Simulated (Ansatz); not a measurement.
# AlNi3: the cost of one run

Method: DFT PBEsol, scalar-relativistic, plane waves, PAW, in Ansatz 0.2.0.

### Step 1. The starting structure

The structure is cubic, space group Pm-3m (No. 221). The conventional cell has a = 3.568 Å, b = 3.568 Å, c = 3.568 Å, α = 90.00°, β = 90.00°, γ = 90.00°. Al (site symmetry m-3m) is surrounded by 12 Ni at 2.52 Å. Ni (site symmetry 4/mmm) is surrounded by 4 Al at 2.52 Å and 8 Ni at 2.52 Å.

Structure file:

```xyz
4
Lattice="3.5680 0.0000 0.0000 0.0000 3.5680 0.0000 0.0000 0.0000 3.5680" Properties=species:S:1:pos:R:3 pbc="T T T"
Al    0.0000    0.0000    0.0000
Ni    0.0000    1.7840    1.7840
Ni    1.7840    0.0000    1.7840
Ni    1.7840    1.7840    0.0000
```

### Step 2. Single point: AlNi3, moments +++

Input file input.yaml:

```yaml
crystal:
  lattice:
    - [3.568, 0.0, 0.0]
    - [0.0, 3.568, 0.0]
    - [0.0, 0.0, 3.568]
  atoms:
    - { symbol: Al, position: [0.0, 0.0, 0.0] }
    - { symbol: Ni, position: [0.0, 0.5, 0.5], spin: 0.5 }
    - { symbol: Ni, position: [0.5, 0.0, 0.5], spin: 0.5 }
    - { symbol: Ni, position: [0.5, 0.5, 0.0], spin: 0.5 }
magnetization:
  spin_polarized: true
scf:
  occupations: { method: gaussian, width: 0.1 }
output:
  forces: true
  stress: true
  populations: true
  write_density: true
  write_potential: true
  elf: true
  volumetric_format: npy
hamiltonian:
  xc: pbesol
kpoints:
  mp_grid: { grid: [6, 6, 6] }
```

Launch:

```console
$ ansatz run input.yaml --threads 4 --pin off --max-ram 8192MiB --backend cpu --events-out ev --progress --plain --runs-dir out
```

Q: Estimate wall time and peak memory on 4 threads of AMD EPYC 9R45 (Zen 5), shared host.

About 1 s, with a peak of 0.45 GiB.
